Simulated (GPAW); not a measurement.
Runs of GPAW 26.7.0 on H2W4S8O. The cell holds a slab with vacuum, 15 atoms: a = 6.316 Å, b = 6.316 Å, c = 22.320 Å, α = 90.00°, β = 90.00°, γ = 120.00°. 

| task | level | cell | series job | gap on the mesh (eV) | largest force (eV/Å) | work function (eV) |
| --- | --- | --- | --- | --- | --- | --- |
| adsorb | PBE | H2O (tilted) over a hollow site of the (0 0 1) slab of WS2, cut from the database cell, not relaxed | - | 1.89 | (a) | 3.94 |
| adsorb | PBE+D3(op) | H2O (tilted) over a hollow site of the (0 0 1) slab of WS2, cut from the database cell, not relaxed | - | 1.89 | 1.40 | 3.94 |
| adsorb | PBE+D3(BJ)+ATM | H2O (tilted) over a hollow site of the (0 0 1) slab of WS2, cut from the database cell, not relaxed | - | 1.89 | 1.38 | 3.94 |
| adsorb | PBE+D3(BJ) | H2O (tilted) over a hollow site of the (0 0 1) slab of WS2, cut from the database cell, not relaxed | - | 1.89 | 1.38 | 3.94 |
| adsorb | PBE+D3 | H2O (tilted) over a hollow site of the (0 0 1) slab of WS2, cut from the database cell, not relaxed | - | 1.89 | 1.40 | 3.94 |
| adsorb | PBE+D4 | H2O (tilted) over a hollow site of the (0 0 1) slab of WS2, cut from the database cell, not relaxed | - | 1.89 | 1.37 | 3.94 |

Alike in all rows: potentials or basis GPAW PAW data sets (gpaw-data 1.2.1), pw; no spin polarisation; k mesh 3 × 3 × 1; cutoff (eV) 600; smearing fermi-dirac 0.05 eV; the mesh is coarse, so values aren't converged.

Q: Estimate the missing entries.

A: (a) 1.42.

Caveats: the Fermi level lies in a gap; these data sets are soft for forces on short bonds; spin-orbit coupling is left out, which moves the levels of the heavy elements.

A k mesh can miss the band edges, and the runs leave out spin-orbit coupling on W.
